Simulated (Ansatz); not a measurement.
# SiNH₅: a barrier at many levels of theory, part 3 of 3

Ansatz 0.2.0, Gaussian basis. Earlier steps stand in the parts before.

### 16 RPA on PBE/def2-TZVPP

The inputs:

r/in.yaml

```yaml
crystal:
  periodic: [false, false, false]
  atoms:
    - {symbol: Si, position_ang: [-0.491397, -0.328987, 0.291354]}
    - {symbol: H, position_ang: [-0.111398, -0.740648, 1.667466]}
    - {symbol: N, position_ang: [0.774953, 0.651167, -0.336497]}
    - {symbol: H, position_ang: [1.728474, 0.331963, -0.276751]}
    - {symbol: H, position_ang: [-1.731238, 0.489344, 0.316830]}
    - {symbol: H, position_ang: [-0.796363, -1.574102, -0.476174]}
    - {symbol: H, position_ang: [0.626969, 1.171462, -1.186229]}
basis:
  gaussian: {orbitals: def2-TZVPP}
hamiltonian: {xc: pbe}
correlation: {method: rpa}
```

ts/in.yaml

```yaml
crystal:
  periodic: [false, false, false]
  atoms:
    - {symbol: Si, position_ang: [-0.546304, -0.101209, -0.066752]}
    - {symbol: H, position_ang: [0.493858, -0.552973, 1.297447]}
    - {symbol: N, position_ang: [0.590009, 0.922472, -0.624588]}
    - {symbol: H, position_ang: [0.924285, 0.001193, 0.675931]}
    - {symbol: H, position_ang: [-1.688634, 0.395420, 0.741001]}
    - {symbol: H, position_ang: [-0.849388, -1.490215, -0.520629]}
    - {symbol: H, position_ang: [1.076174, 0.825512, -1.502410]}
basis:
  gaussian: {orbitals: def2-TZVPP}
hamiltonian: {xc: pbe}
correlation: {method: rpa}
```

p/in.yaml

```yaml
crystal:
  periodic: [false, false, false]
  atoms:
    - {symbol: Si, position_ang: [-0.683239, 0.125403, -0.517508]}
    - {symbol: H, position_ang: [0.810724, -1.074582, 2.090044]}
    - {symbol: N, position_ang: [0.212248, 1.214457, -1.258240]}
    - {symbol: H, position_ang: [1.161219, -0.452612, 1.867892]}
    - {symbol: H, position_ang: [-1.612837, 0.586594, 0.532695]}
    - {symbol: H, position_ang: [-0.750869, -1.348264, -0.728272]}
    - {symbol: H, position_ang: [0.862753, 0.949204, -1.986611]}
basis:
  gaussian: {orbitals: def2-TZVPP}
hamiltonian: {xc: pbe}
correlation: {method: rpa}
```

Each run has its own folder and the same command.

Started as:

```bash
$ ansatz run in.yaml --threads 2 --pin off --events-out ev --progress --plain --max-ram 4352MiB
```

r printed, shortened:

```text
Functional definition: PBE
  name "PBE"
  cite "Perdew, Burke & Ernzerhof, Phys. Rev. Lett. 77, 3865 (1996) doi:10.1103/PhysRevLett.77.3865"
  parent pbe
[...]
808 factors; integrals over basis functions are off by at most 1.0e-3 eV
[...]
mean field -9444.28941768 eV, -347.0712345305 hartree, gradient 1.5e-6 eV, S^2 0.000000; 0 other end points of the search recorded, 0 dependent functions left out
6 core orbitals not correlated: weight in the atoms' cores, before any rotation towards them, 1.000 or more for the frozen orbitals, at most 0.000 for the correlated occupied ones
reference -9423.94884029 eV, -346.3237320987 hartree; 7, 7 occupied and 130, 130 virtual orbitals, 808 factors
Total energy: -9440.98698184 eV, -346.9498722519 hartree
```

ts printed, shortened:

```text
[... 4 set-up lines as earlier in the session ...]
[...]
814 factors; integrals over basis functions are off by at most 9.9e-4 eV
[...]
mean field -9440.99873811 eV, -346.9503042869 hartree, gradient 8.5e-7 eV, S^2 0.000000; 0 other end points of the search recorded, 0 dependent functions left out
6 core orbitals not correlated: weight in the atoms' cores, before any rotation towards them, 1.000 or more for the frozen orbitals, at most 0.000 for the correlated occupied ones
reference -9419.50882651 eV, -346.1605646020 hartree; 7, 7 occupied and 130, 130 virtual orbitals, 814 factors
Total energy: -9437.36258895 eV, -346.8166782696 hartree
```

Output in p, shortened:

```text
[... 4 set-up lines as earlier in the session ...]
[...]
810 factors; integrals over basis functions are off by at most 1.0e-3 eV
[...]
mean field -9441.99041783 eV, -346.9867478443 hartree, gradient 1.0e-6 eV, S^2 0.000000; 0 other end points of the search recorded, 0 dependent functions left out
6 core orbitals not correlated: weight in the atoms' cores, before any rotation towards them, 1.000 or more for the frozen orbitals, at most 0.000 for the correlated occupied ones
reference -9421.01253669 eV, -346.2158249317 hartree; 7, 7 occupied and 130, 130 virtual orbitals, 810 factors
Total energy: -9438.68367507 eV, -346.8652272893 hartree
```

Wall times: 3 s (r), 3.1 s (ts), 3.5 s (p) on 2 threads of Intel Xeon Platinum 8375C at 2.90GHz, shared host.

Barrier 3.624 eV; end less start +2.303 eV.

### 17 CCSD(T)/def2-TZVPP

The same edit goes into each in.yaml of step 16 (r, ts, p):

```diff
-hamiltonian: {xc: pbe}
-correlation: {method: rpa}
+correlation: {method: ccsd_t}
```

One command serves all of them, each in its own folder.

Started as:

```bash
$ ansatz run in.yaml --threads 2 --pin off --events-out ev --progress --plain --max-ram 4352MiB
```

Log of r, shortened:

```text
Functional definition: HF
  name "HF"
  cite "Fock, Z. Phys. 61, 126 (1930) doi:10.1007/BF01340294"
[... 1 set-up line as earlier in the session ...]
[...]
808 factors; integrals over basis functions are off by at most 1.0e-3 eV
[...]
mean field -9424.67710984 eV, -346.3504955110 hartree, gradient 4.8e-6 eV, S^2 0.000000; 0 other end points of the search recorded, 0 dependent functions left out
6 core orbitals not correlated: weight in the atoms' cores, before any rotation towards them, 1.000 or more for the frozen orbitals, at most 0.000 for the correlated occupied ones
reference -9424.67710984 eV, -346.3504955110 hartree; 7, 7 occupied and 130, 130 virtual orbitals, 808 factors
second order -9.58035048 eV of doubles, -0.00000000 eV of singles
cycle   1  -10.10797650 eV  change   -5.3e-1 eV  update   6.4e-2
[...]
cycle   9  -10.42343320 eV  change    4.1e-6 eV  update   9.1e-6
perturbative correction -0.33280769 eV, -0.0122304571 hartree
Total energy: -9435.43335073 eV, -346.7457800729 hartree
```

ts printed, shortened:

```text
[... 4 set-up lines as earlier in the session ...]
[...]
814 factors; integrals over basis functions are off by at most 9.9e-4 eV
[...]
mean field -9420.38683608 eV, -346.1928308583 hartree, gradient 2.3e-6 eV, S^2 0.000000; 0 other end points of the search recorded, 0 dependent functions left out
6 core orbitals not correlated: weight in the atoms' cores, before any rotation towards them, 1.000 or more for the frozen orbitals, at most 0.000 for the correlated occupied ones
reference -9420.38683608 eV, -346.1928308583 hartree; 7, 7 occupied and 130, 130 virtual orbitals, 814 factors
second order -10.25119381 eV of doubles, -0.00000000 eV of singles
cycle   1  -10.51562518 eV  change   -2.6e-1 eV  update   8.4e-2
[...]
cycle  11  -10.91094678 eV  change   -1.3e-5 eV  update   6.2e-6
perturbative correction -0.44834175 eV, -0.0164762553 hartree
Total energy: -9431.74612460 eV, -346.6102770118 hartree
```

Output in p, shortened:

```text
[... 4 set-up lines as earlier in the session ...]
[...]
810 factors; integrals over basis functions are off by at most 1.0e-3 eV
[...]
mean field -9421.82809016 eV, -346.2457959690 hartree, gradient 1.8e-6 eV, S^2 0.000000; 0 other end points of the search recorded, 0 dependent functions left out
6 core orbitals not correlated: weight in the atoms' cores, before any rotation towards them, 1.000 or more for the frozen orbitals, at most 0.000 for the correlated occupied ones
reference -9421.82809016 eV, -346.2457959690 hartree; 7, 7 occupied and 130, 130 virtual orbitals, 810 factors
second order -10.02034507 eV of doubles, -0.00000000 eV of singles
cycle   1  -10.28671958 eV  change   -2.7e-1 eV  update   9.3e-2
[...]
cycle  11  -10.73706575 eV  change   -6.2e-6 eV  update   6.4e-6
perturbative correction -0.44078897 eV, -0.0161986958 hartree
Total energy: -9433.00594488 eV, -346.6565745534 hartree
```

They took 11 s (r), 10 s (ts), 10 s (p) on 2 threads of Intel Xeon Platinum 8375C at 2.90GHz, shared host; peak memory 0.8 GiB.

Barrier 3.687 eV; end less start +2.427 eV.

### 18 MP2/def2-QZVPP

The same edit goes into each in.yaml of step 17 (r, ts, p):

```diff
-  gaussian: {orbitals: def2-TZVPP}
-correlation: {method: ccsd_t}
+  gaussian: {orbitals: "def2-QZVPP.json"}
+correlation: {method: mp2}
```

The basis file named in the input lies beside it (Basis Set Exchange, JSON).

The same command starts each run, in its folder.

Started as:

```bash
$ ansatz run in.yaml --threads 2 --pin off --events-out ev --progress --plain --max-ram 4352MiB
```

Log of r, shortened:

```text
[... 4 set-up lines as earlier in the session ...]
[...]
1618 factors; integrals over basis functions are off by at most 1.1e-3 eV
[...]
mean field -9425.01743062 eV, -346.3630020690 hartree, gradient 6.0e-6 eV, S^2 0.000000; 0 other end points of the search recorded, 0 dependent functions left out
6 core orbitals not correlated: weight in the atoms' cores, before any rotation towards them, 1.000 or more for the frozen orbitals, at most 0.000 for the correlated occupied ones
reference -9425.01743062 eV, -346.3630020690 hartree; 7, 7 occupied and 264, 264 virtual orbitals, 1618 factors
second order -10.27147143 eV of doubles, -0.00000000 eV of singles
Total energy: -9435.28890205 eV, -346.7404716817 hartree
```

ts printed, shortened:

```text
[... 4 set-up lines as earlier in the session ...]
[...]
1623 factors; integrals over basis functions are off by at most 1.0e-3 eV
[...]
mean field -9420.74587010 eV, -346.2060251151 hartree, gradient 1.1e-6 eV, S^2 0.000000; 0 other end points of the search recorded, 0 dependent functions left out
6 core orbitals not correlated: weight in the atoms' cores, before any rotation towards them, 1.000 or more for the frozen orbitals, at most 0.000 for the correlated occupied ones
reference -9420.74587010 eV, -346.2060251151 hartree; 7, 7 occupied and 264, 264 virtual orbitals, 1623 factors
second order -10.96259409 eV of doubles, -0.00000000 eV of singles
Total energy: -9431.70846418 eV, -346.6088930170 hartree
```

p printed, shortened:

```text
[... 4 set-up lines as earlier in the session ...]
[...]
1617 factors; integrals over basis functions are off by at most 1.2e-3 eV
[...]
mean field -9422.18044603 eV, -346.2587448085 hartree, gradient 2.1e-6 eV, S^2 0.000000; 0 other end points of the search recorded, 0 dependent functions left out
6 core orbitals not correlated: weight in the atoms' cores, before any rotation towards them, 1.000 or more for the frozen orbitals, at most 0.000 for the correlated occupied ones
reference -9422.18044603 eV, -346.2587448085 hartree; 7, 7 occupied and 264, 264 virtual orbitals, 1617 factors
second order -10.70130183 eV of doubles, -0.00000000 eV of singles
Total energy: -9432.88174786 eV, -346.6520103971 hartree
```

They took 7.5 s (r), 11 s (ts), 11 s (p) on 2 threads of Intel Xeon Platinum 8375C at 2.90GHz, shared host; peak memory 0.77 GiB.

At this level: barrier 3.580 eV, step energy +2.407 eV.

### 19 Vibrations of the start structure

vib-r/in.yaml reads:

```yaml
crystal:
  periodic: [false, false, false]
  atoms:
    - {symbol: Si, position_ang: [-0.491397, -0.328987, 0.291354]}
    - {symbol: H, position_ang: [-0.111398, -0.740648, 1.667466]}
    - {symbol: N, position_ang: [0.774953, 0.651167, -0.336497]}
    - {symbol: H, position_ang: [1.728474, 0.331963, -0.276751]}
    - {symbol: H, position_ang: [-1.731238, 0.489344, 0.316830]}
    - {symbol: H, position_ang: [-0.796363, -1.574102, -0.476174]}
    - {symbol: H, position_ang: [0.626969, 1.171462, -1.186229]}
basis:
  gaussian: {orbitals: def2-TZVP}
hamiltonian: {xc: pbe0, dispersion: d4}
phonons: {temperatures: {t_min: 298.15, t_max: 900, t_step: 200}}
```

Started as:

```bash
$ ansatz run in.yaml --threads 2 --pin off --events-out ev --progress --plain --max-ram 4352MiB
```

The log of the run, shortened:

```text
[... 5 set-up lines as earlier in the session ...]
[...]
643 factors; their error is unknown
[...]
mean field -9445.25517562 eV, -347.1067254801 hartree, gradient 4.9e-5 eV, S^2 0.000000; 0 other end points of the search recorded, 0 dependent functions left out
[...]
Atom 4 at    -1.731238     0.489344     0.316830 Å, force     0.000319    -0.000010     0.000129 eV/Å
Atom 5 at    -0.796363    -1.574102    -0.476174 Å, force    -0.000042     0.000345     0.000065 eV/Å
Atom 6 at     0.626969     1.171462    -1.186229 Å, force     0.000205    -0.000378    -0.000311 eV/Å
Dipole moment:     0.193751     0.028752    -0.207993 e Å
Vibrations: 174.29 389.10 625.01 701.49 852.05 916.19 923.99 977.97 984.24 1585.07 2176.63 2228.69 2232.47 3603.48 3695.19 cm⁻¹, zero-point energy 1.367909 eV
```

It took 42 s on 2 threads of Intel Xeon Platinum 8375C at 2.90GHz, shared host.

The modes, with what each moves most:

| mode | wavenumber (cm⁻¹) | character |
| --- | --- | --- |
| 1 | 174 | torsion |
| 2 | 389 | torsion |
| 3 | 625 | bend |
| 4 | 701 | bend |
| 5 | 852 | Si–N stretch |
| 6 | 916 | bend |
| 7 | 924 | bend with torsion |
| 8 | 978 | bend with torsion |
| 9 | 984 | bend |
| 10 | 1585 | bend |
| 11 | 2177 | Si–H stretch |
| 12 | 2229 | Si–H stretch |
| 13 | 2232 | Si–H stretch |
| 14 | 3603 | N–H stretch |
| 15 | 3695 | N–H stretch |

Vibrational sums (real modes only):

```csv
T (K),entropy (J/mol/K),heat capacity (J/mol/K)
298,19.8,31.6
498,42.0,55.1
698,63.3,70.9
898,82.6,82.3
```

### 20 Vibrations of the end structure

vib-p/in.yaml reads:

```yaml
crystal:
  periodic: [false, false, false]
  atoms:
    - {symbol: Si, position_ang: [-0.683239, 0.125403, -0.517508]}
    - {symbol: H, position_ang: [0.810724, -1.074582, 2.090044]}
    - {symbol: N, position_ang: [0.212248, 1.214457, -1.258240]}
    - {symbol: H, position_ang: [1.161219, -0.452612, 1.867892]}
    - {symbol: H, position_ang: [-1.612837, 0.586594, 0.532695]}
    - {symbol: H, position_ang: [-0.750869, -1.348264, -0.728272]}
    - {symbol: H, position_ang: [0.862753, 0.949204, -1.986611]}
basis:
  gaussian: {orbitals: def2-TZVP}
hamiltonian: {xc: pbe0, dispersion: d4}
phonons: {temperatures: {t_min: 298.15, t_max: 900, t_step: 200}}
```

Started as:

```bash
$ ansatz run in.yaml --threads 2 --pin off --events-out ev --progress --plain --max-ram 4352MiB
```

The log of the run, shortened:

```text
[... 5 set-up lines as earlier in the session ...]
[...]
643 factors; their error is unknown
[...]
mean field -9442.69895835 eV, -347.0127862283 hartree, gradient 5.9e-5 eV, S^2 0.000000; 0 other end points of the search recorded, 0 dependent functions left out
[...]
Atom 4 at    -1.612837     0.586594     0.532695 Å, force    -0.000744     0.000814     0.000532 eV/Å
Atom 5 at    -0.750869    -1.348264    -0.728272 Å, force     0.000050     0.000925     0.000113 eV/Å
Atom 6 at     0.862753     0.949204    -1.986611 Å, force    -0.000840     0.001657     0.001272 eV/Å
Dipole moment:    -0.127623    -0.491889     0.097626 e Å
Vibrations: 47.55 115.03 123.15 132.16 265.04 572.94 614.03 750.96 758.83 982.23 1146.24 2200.62 2283.55 3616.33 4390.35 cm⁻¹, zero-point energy 1.115797 eV
```

Wall time 44 s (2 threads of Intel Xeon Platinum 8375C at 2.90GHz, shared host).

The modes, with what each moves most:

| mode | wavenumber (cm⁻¹) | character |
| --- | --- | --- |
| 1 | 48 | not assigned (largely outside the bonds, angles and torsions drawn) |
| 2 | 115 | not assigned (largely outside the bonds, angles and torsions drawn) |
| 3 | 123 | not assigned (largely outside the bonds, angles and torsions drawn) |
| 4 | 132 | not assigned (largely outside the bonds, angles and torsions drawn) |
| 5 | 265 | not assigned (largely outside the bonds, angles and torsions drawn) |
| 6 | 573 | bend |
| 7 | 614 | torsion with out-of-plane bend |
| 8 | 751 | bend |
| 9 | 759 | torsion |
| 10 | 982 | bend |
| 11 | 1146 | Si–N stretch |
| 12 | 2201 | Si–H stretch |
| 13 | 2284 | Si–H stretch |
| 14 | 3616 | N–H stretch |
| 15 | 4390 | H–H stretch |

Vibrational sums (real modes only):

```csv
T (K),entropy (J/mol/K),heat capacity (J/mol/K)
298,72.2,57.3
498,106.1,74.5
698,133.0,84.8
898,155.3,92.1
```

Modes under 50 cm⁻¹ weigh heavily in the entropy, and the harmonic picture is poor for them.

### 21 The ladder

The basis limit takes Hartree-Fock with exponent 7.88 and MP2 correlation with exponent 2.97 from the triple- and quadruple-zeta runs, and adds the coupled-cluster step over MP2 from triple zeta. Where a quadruple-zeta run was CCSD(T), only its Hartree-Fock and MP2 parts are used.

Rows are in def2-TZVPP; times add the 3 runs of a level on a shared host, so small differences are noise.

The saddle's own vibrations were run with its search: 1380i cm⁻¹, zero-point energy 1.187 eV.

The barrier:

Differences are taken before rounding.

```csv
method,rung,barrier (eV),from CCSD(T)/CBS (eV),time
SPW92,LDA,3.211,-0.420,2.5 s
PBE-D4,GGA,3.286,-0.344,4.2 s
BLYP-D4,GGA,3.362,-0.269,4 s
r2SCAN-D4,meta-GGA,3.454,-0.176,6.5 s
B97M-V,meta-GGA,3.522,-0.109,17 s
PBE0-D4,hybrid,3.547,-0.084,5 s
B3LYP-D4,hybrid,3.572,-0.059,4.9 s
r2SCAN0-D4,hybrid,3.639,+0.008,9.3 s
BHLYP-D4,hybrid,3.866,+0.235,5.7 s
CAM-B3LYP-D4,range-separated hybrid,3.697,+0.066,6.2 s
wB97X-V,range-separated hybrid,3.718,+0.088,15 s
wB97M-V,range-separated hybrid,3.648,+0.017,14 s
B2PLYP,double hybrid,3.614,-0.016,8.9 s
PBE-QIDH,double hybrid,3.693,+0.062,9.5 s
RPA on PBE,RPA,3.624,-0.006,9.5 s
Hartree-Fock,wavefunction,4.290,+0.660,
MP2,wavefunction,3.619,-0.011,
CCSD,wavefunction,3.803,+0.172,
CCSD(T),wavefunction,3.687,+0.057,31 s
CCSD(T)/CBS,,3.631,0,60 s
```

Among the levels timed on like hardware and quicker than the yardstick, those that no quicker one beats, quickest first: SPW92 (2.5 s, -0.420 eV); BLYP-D4 (4 s, -0.269 eV); B3LYP-D4 (4.9 s, -0.059 eV); B2PLYP (8.9 s, -0.016 eV); r2SCAN0-D4 (9.3 s, +0.008 eV); RPA on PBE (9.5 s, -0.006 eV).

For cost: RPA on PBE gets within 0.006 eV in 9.5 s, where CCSD(T)/CBS took 60 s; the quickest level in the cost chart, SPW92, takes 2.5 s and misses by 0.420 eV.

The step energy:

Differences are taken before rounding.

```csv
method,rung,step energy (eV),from CCSD(T)/CBS (eV)
SPW92,LDA,2.576,+0.144
PBE-D4,GGA,2.297,-0.134
BLYP-D4,GGA,2.131,-0.300
r2SCAN-D4,meta-GGA,2.445,+0.013
B97M-V,meta-GGA,2.457,+0.025
PBE0-D4,hybrid,2.567,+0.136
B3LYP-D4,hybrid,2.384,-0.048
r2SCAN0-D4,hybrid,2.636,+0.205
BHLYP-D4,hybrid,2.675,+0.243
CAM-B3LYP-D4,range-separated hybrid,2.556,+0.124
wB97X-V,range-separated hybrid,2.603,+0.172
wB97M-V,range-separated hybrid,2.499,+0.068
B2PLYP,double hybrid,2.392,-0.039
PBE-QIDH,double hybrid,2.643,+0.212
RPA on PBE,RPA,2.303,-0.128
Hartree-Fock,wavefunction,2.849,+0.418
MP2,wavefunction,2.409,-0.022
CCSD,wavefunction,2.535,+0.104
CCSD(T),wavefunction,2.427,-0.004
CCSD(T)/CBS,,2.431,0
```

### 22 Summary of results

What follows sums up all 3 parts.

```
                          quantity       value
              barrier, CCSD(T)/CBS    3.631 eV
      reverse barrier, CCSD(T)/CBS    1.199 eV
          step energy, CCSD(T)/CBS   +2.431 eV
    barrier with zero-point energy    3.450 eV
step energy with zero-point energy   +2.179 eV
      imaginary mode at the saddle  1380i cm⁻¹
             largest T1 diagnostic       0.018
```

**Reading.** Among the functionals r2SCAN0-D4 lands nearest to CCSD(T)/CBS (+0.008 eV) and SPW92 farthest (-0.420 eV). Mean unsigned error by rung: LDA 0.420, GGA 0.307, meta-GGA 0.143, hybrid 0.096, range-separated hybrid 0.057, double hybrid 0.039 eV. PBE-D4 gives a barrier 0.344 eV too low, outside chemical accuracy (1 kcal/mol, 0.043 eV). Every functional without exact exchange puts the forward barrier too low. The barrier rises with the share of exact exchange, from BLYP-D4 through B3LYP-D4 to BHLYP-D4 (-0.269, -0.059, +0.235 eV). Hartree-Fock, with no correlation, is off by +0.660 eV. Zero-point motion lowers the barrier by 0.181 eV.
